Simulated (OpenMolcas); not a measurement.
# CH6AlFSi (SMILES C[SiH2][AlH][F]) at 6 levels

Wanted: a comparison of 6 runs (HF/6-31G*, B2PLYP/6-31G*, BHLYP/6-31G*, SVWN5/6-31G*, B3LYP/6-31G*, CCSD(T)/6-31G*) of CH6AlFSi. 

Program for the calculation: OpenMolcas 26.06.

1 further run of the same task is left out (set aside as unsound or not needed).

### 1 The molecule

CH6AlFSi has 10 atoms, charge 0, and is taken as a singlet. SMILES: `C[SiH2][AlH][F]`. Geometry: relaxed at PBE0-D4/def2-TZVP. This is one conformer, not always the lowest.

Bond lengths: C1–Si2 1.882 Å, Si2–Al3 2.453 Å, Al3–F4 1.655 Å, C1–H5 1.092 Å, C1–H6 1.092 Å, C1–H7 1.092 Å, Si2–H8 1.493 Å, Si2–H9 1.493 Å, Al3–H10 1.586 Å. Some angles: C1–Si2–Al3 113.1°, Si2–Al3–F4 117.3°, C1–Si2–H8 109.7°, C1–Si2–H9 109.6°, Al3–Si2–H8 109.0°, Al3–Si2–H9 108.9°, Si2–C1–H5 110.6°, Si2–C1–H6 111.0°, Si2–C1–H7 111.0°, Si2–Al3–H10 127.4°.

### 2 Energy and gradient at HF/6-31G(d) (spherical functions) (run 1)

input.xyz reads:

```xyz
10

C      0.209300     1.522100    -0.549700
Si    -0.487300     0.185700     0.578100
Al     0.320500    -2.061900     0.018500
F     -0.271300    -3.324400     0.910100
H     -0.171000     2.504900    -0.262800
H     -0.069900     1.340800    -1.589900
H      1.299800     1.551100    -0.495300
H     -1.978700     0.198000     0.509600
H     -0.129200     0.490400     1.995500
H      1.361100    -2.457900    -1.111000
```

job.input reads:

```
&GATEWAY
 BasLib
 $CurrDir
 Coord
 input.xyz
 Basis
 6-31Gs
 Group
 NoSym

&SEWARD

&SCF
 Thresholds
 1e-10 1e-07 1e-07 1e-05
 PrOrbitals
 1 1

&ALASKA
```

The basis set 6-31G* is read from a file made from the Basis Set Exchange's data (not shown).

Launch:

```
$ export MOLCAS_MEM=1860
$ pymolcas job.input > job.log
```

Standard output:

```text
--- Start Module: gateway ---
[...]
--- Stop Module: gateway /rc=_RC_ALL_IS_WELL_ ---
[...]
      Basis functions           76
[...]
--- Start Module: scf ---
[...]
       Convergence after  12 Iterations
[...]
::    Total SCF energy                               -671.6875314365
[...]
      Total spin, S                                     0.0000000000
[...]
      Total electronic charge=   48.000000
      Total            charge=   -0.000000
[...]
      Dipole Moment (debye):
      Origin of the operator (angstrom)=   -0.0795   -0.9964    0.2870
                   X=  7.0298E-01               Y=  1.7174E+00               Z= -1.1427E+00           Total=  2.1793E+00
      Quadrupole Moment (debye*angstrom):
[...]
 *              Molecular gradients               *
 **************************************************
  Irreducible representation: a
 ------------------------------------------------------------------------------------------
                              X                       Y                       Z
 ------------------------------------------------------------------------------------------
  C1               -2.58219892032630E-03   -6.50736036597710E-03    4.44785594299280E-03
  SI2               5.72013891825840E-03    2.12729084042618E-03   -7.57233737265572E-03
  AL3               5.23210789773465E-04    6.50983410917627E-03   -1.78543048540281E-03
  F4               -1.78625698826185E-03   -2.62048341214616E-03    2.49715400249961E-03
  H5               -2.32781730235354E-03    3.52766886593026E-03    2.24687676124302E-03
  H6               -1.50721580347235E-03   -1.74152426200930E-03   -3.73531382296166E-03
  H7                4.28511274295973E-03   -8.36645314200246E-04    8.18252498866009E-04
  H8               -3.56529921252946E-03   -4.84935025842653E-04   -1.09331315383404E-05
[...]
```

Run time: 9.9 s. Hardware: 1 thread of Intel Xeon Platinum 8259CL at 2.50GHz (Skylake/Cascade Lake), shared host; peak memory 0.43 GiB.

### 3 A single-point energy at B2PLYP/6-31G(d) (spherical functions) (run 2)

struct.xyz reads:

```xyz
10

C      0.209300     1.522100    -0.549700
Si    -0.487300     0.185700     0.578100
Al     0.320500    -2.061900     0.018500
F     -0.271300    -3.324400     0.910100
H     -0.171000     2.504900    -0.262800
H     -0.069900     1.340800    -1.589900
H      1.299800     1.551100    -0.495300
H     -1.978700     0.198000     0.509600
H     -0.129200     0.490400     1.995500
H      1.361100    -2.457900    -1.111000
```

run.input reads:

```
>>> EXPORT MOLCAS_PRINT=2

&GATEWAY
  BasLib = $CurrDir
  Coord = struct.xyz
  Basis = 6-31Gs
  Group = NoSym

&SEWARD
  GridInput
  Grid=UltraFine
  End of Grid

&SCF
  KSDFT = B2PLYP_SCF
  Thresholds = 1e-10 1e-07 1e-07 1e-05
  PrOrbitals = 1 1

&MBPT2
  Frozen = 12
```

The basis set 6-31G* is read from a file made from the Basis Set Exchange's data (not shown).

Launch:

```
$ export MOLCAS_MEM=1860
$ pymolcas run.input > run.log
```

Standard output:

```text
--- Start Module: gateway ---
[...]
--- Stop Module: gateway /rc=_RC_ALL_IS_WELL_ ---
[...]
      Basis functions           76
[...]
--- Start Module: scf ---
[...]
       Convergence after  13 Iterations
[...]
::    Total KS-DFT energy                            -672.9697188503
[...]
      Total spin, S                                     0.0000000000
[...]
      Total electronic charge=   48.000000
      Total            charge=   -0.000000
[...]
      Dipole Moment (debye):
      Origin of the operator (angstrom)=   -0.0795   -0.9964    0.2870
                   X=  6.4906E-01               Y=  1.7244E+00               Z= -1.0827E+00           Total=  2.1371E+00
      Quadrupole Moment (debye*angstrom):
[...]
--- Stop Module: scf /rc=_RC_ALL_IS_WELL_ ---
[...]
--- Start Module: mbpt2 ---
[...]
 ###    WARNING: MP2 implementation intended for RHF references only         ###
 ###############################################################################
MBPT2 WARNING: Reference function according to RunFile:KS-DFT
I'll assume you know what you're doing and continue
WARNING!
Default frozen orbitals as non valence orbitals is overwritten by user input.
Default values:   6
[...]
       Reference weight ( Cref**2 )         =        0.81163
::    Total MBPT2 energy                             -673.5028684013
[...]
      Total MBPT2 calculations                           0.23      0.26
--- Stop Module: mbpt2 /rc=_RC_ALL_IS_WELL_ ---
[...]
```

Wall time 27 s (1 thread of Intel Xeon Platinum 8259CL at 2.50GHz (Skylake/Cascade Lake), shared host); peak memory 0.43 GiB.

### 4 Energy and gradient at BHLYP/6-31G(d) (spherical functions) (run 3)

coord.xyz reads:

```xyz
10

C      0.209300     1.522100    -0.549700
Si    -0.487300     0.185700     0.578100
Al     0.320500    -2.061900     0.018500
F     -0.271300    -3.324400     0.910100
H     -0.171000     2.504900    -0.262800
H     -0.069900     1.340800    -1.589900
H      1.299800     1.551100    -0.495300
H     -1.978700     0.198000     0.509600
H     -0.129200     0.490400     1.995500
H      1.361100    -2.457900    -1.111000
```

mol.inp reads:

```
&GATEWAY
  BasLib = $CurrDir
  Coord = coord.xyz
  Basis = 6-31Gs
  Group = NoSym

&SEWARD
  GridInput
  Grid=UltraFine
  End of Grid

&SCF
  KSDFT = HYB_GGA_XC_BHANDHLYP
  Thresholds = 1e-10 1e-07 1e-07 1e-05
  PrOrbitals = 1 2

&ALASKA
```

The basis set 6-31G* is read from a file made from the Basis Set Exchange's data (not shown).

Launch:

```
$ export MOLCAS_MEM=1860
$ pymolcas mol.inp > mol.log
```

Standard output:

```text
--- Start Module: gateway ---
[...]
--- Stop Module: gateway /rc=_RC_ALL_IS_WELL_ ---
[...]
      Basis functions           76
[...]
--- Start Module: scf ---
[...]
       Convergence after  13 Iterations
[...]
::    Total KS-DFT energy                            -673.4477592709
[...]
      Total spin, S                                     0.0000000000
[...]
      Total electronic charge=   48.000000
      Total            charge=   -0.000000
[...]
      Dipole Moment (debye):
      Origin of the operator (angstrom)=   -0.0795   -0.9964    0.2870
                   X=  6.5170E-01               Y=  1.7388E+00               Z= -1.0881E+00           Total=  2.1522E+00
      Quadrupole Moment (debye*angstrom):
[...]
 *              Molecular gradients               *
 **************************************************
  Irreducible representation: a
 ------------------------------------------------------------------------------------------
                              X                       Y                       Z
 ------------------------------------------------------------------------------------------
  C1               -1.39832477250845E-03   -3.43919291799200E-03    2.37166817753431E-03
  SI2               2.76935860998506E-03    2.52402513894356E-03   -3.96659873570648E-03
  AL3               6.76964626200594E-04    1.40586575592372E-03   -1.11833445293996E-03
  F4               -1.26836110815454E-03   -1.24936690381183E-03    1.67115130512396E-03
  H5               -1.61778452818617E-03    2.70702164220671E-03    1.51458080275779E-03
  H6               -1.08103139874693E-03   -1.20958125165864E-03   -2.93573708618444E-03
  H7                3.32481041080390E-03   -5.19592303969474E-04    5.18191094156260E-04
  H8               -3.37282399757477E-03   -3.76050188138299E-04   -2.32294081458598E-04
[...]
```

Run time: 43 s. Hardware: 1 thread of Intel Xeon Platinum 8259CL at 2.50GHz (Skylake/Cascade Lake), shared host; peak memory 0.43 GiB.

Runs 4 to 5 aren't shown in full; the table further down has their settings and results.

### 5 A single-point energy at CCSD(T)/6-31G(d) (spherical functions) (run 6)

test.inp reads:

```
* CH6AlFSi CCSD(T)

&GATEWAY
 BasLib = $CurrDir
 Coord
 10
 angstrom
 C        0.209300       1.522100      -0.549700
 Si      -0.487300       0.185700       0.578100
 Al       0.320500      -2.061900       0.018500
 F       -0.271300      -3.324400       0.910100
 H       -0.171000       2.504900      -0.262800
 H       -0.069900       1.340800      -1.589900
 H        1.299800       1.551100      -0.495300
 H       -1.978700       0.198000       0.509600
 H       -0.129200       0.490400       1.995500
 H        1.361100      -2.457900      -1.111000
 Basis = 6-31Gs
 Group = NoSym

&SEWARD

&SCF
 Thresholds = 1e-10 1e-07 1e-07 1e-05
 PrOrbitals = 1 1

&RASSCF
 FileOrb = $Project.ScfOrb
 Spin = 1
 Nactel = 0 0 0
 Inactive = 24
 Ras2 = 0
 OutOrbitals = Canonical
 OrbListing = Nothing

&MOTRA
 JobIph
 Frozen = 12

&CCSDT
 CCT
 Triples = 2
 Iterations = 80
 Accuracy = 1e-08
 Extrapolation = 5 4
```

The basis set 6-31G* is read from a file made from the Basis Set Exchange's data (not shown).

Launch:

```
$ export MOLCAS_MEM=1860
$ pymolcas test.inp > test.log
```

Standard output:

```text
--- Start Module: gateway ---
[...]
--- Stop Module: gateway /rc=_RC_ALL_IS_WELL_ ---
[...]
      Basis functions           76
[...]
       Convergence after  12 Iterations
[...]
::    Total SCF energy                               -671.6875314365
[...]
      Total spin, S                                     0.0000000000
[...]
      Number of active orbitals                  0
[...]
      Spin quantum number                      0.0
[...]
      Active orbitals                            0
[...]
      Number of CSFs                             1
[...]
      Number of root(s) required                 1
[...]
      Convergence after  4 iterations
[...]
      Natural orbitals and occupation numbers for root  1
      ************************************************************************************************************************
      *                                                    Final results                                                     *
      ************************************************************************************************************************
[...]
::    RASSCF root number  1 Total energy:   -671.68753144
[...]
      Total electronic charge=   48.000000
      Total            charge=   -0.000000
[...]
      Dipole Moment (debye):
      Origin of the operator (angstrom)=   -0.0795   -0.9964    0.2870
                   X=  7.0298E-01               Y=  1.7174E+00               Z= -1.1427E+00           Total=  2.1793E+00
      Quadrupole Moment (debye*angstrom):
[...]
--- Start Module: motra ---
[...]
--- Stop Module: motra /rc=_RC_ALL_IS_WELL_ ---
--- Start Module: ccsdt ---
[...]
      Convergence after                    16  Iterations
      Total energy (diff) :    -672.16435648      -0.00000000
[...]
 METHOD                       : CCSD+T(CCSD)+<T3(1)WT1> = CCSD(T)
[...]
       CCSD     =      -672.1643564813359
[...]
```

Wall time 36 s (1 thread of Intel Xeon Platinum 8259CL at 2.50GHz (Skylake/Cascade Lake), shared host); peak memory 0.43 GiB.

### 6 The series

| run | level | task | frozen core orbitals | energy (Eh) | dipole moment (D) of the reference | HOMO energy (eV) | LUMO energy (eV) | wall time |
| --- | --- | --- | --- | --- | --- | --- | --- | --- |
| 1 | HF/6-31G* (spherical functions) | gradient | – | -671.687531 | 2.18 | -10.08 | 1.22 | 9.9 s |
| 2 | B2PLYP/6-31G* (spherical functions) | energy | 12 | -673.113669 | 2.14 | -8.38 | -0.40 | 27 s |
| 3 | BHLYP/6-31G* (spherical functions) | gradient | – | -673.447759 | 2.15 | -8.45 | -0.66 | 43 s |
| 4 | SVWN5/6-31G* (spherical functions) | gradient | – | -670.237819 | 2.14 | -6.28 | -2.31 | 39 s |
| 5 | B3LYP/6-31G* (Cartesian functions) | gradient | – | -673.557785 | 2.08 | -7.19 | -1.59 | 50 s |
| 6 | CCSD(T)/6-31G* (spherical functions) | energy | 12 | -672.174830 | 2.18 | -10.08 | 1.22 | 36 s |

### 7 What came out

| quantity | value |
| --- | --- |
| run 6: total energy | -672.17483 Eh |
| run 6: dipole moment (mean-field density) | 2.18 D |
| run 6: HOMO energy (Hartree–Fock orbitals) | -10.08 eV |
| run 6: LUMO energy (Hartree–Fock orbitals) | 1.22 eV |
| run 6: HOMO–LUMO gap (Hartree–Fock orbitals) | 11.30 eV |
| run 6: correlation energy (12 core orbitals frozen) | -487.3 mEh |
| run 6: (T) correction | -10.47 mEh |

Over runs 1, 2, 3, 4, 5 the dipole moment (its size) runs from 2.08 D (B3LYP/6-31G*) to 2.18 D (HF/6-31G*). Over runs 1, 2, 3, 4, 5 the HOMO–LUMO gap runs from 3.97 eV (SVWN5/6-31G*) to 11.30 eV (HF/6-31G*). Exact exchange widens orbital gaps. For B2PLYP the log adds the whole second-order term; the table takes 0.27 of it, as the functional is defined. Totals of different functionals can't be ranked against each other. All runs together took 3.4 min, the longest 50 s.
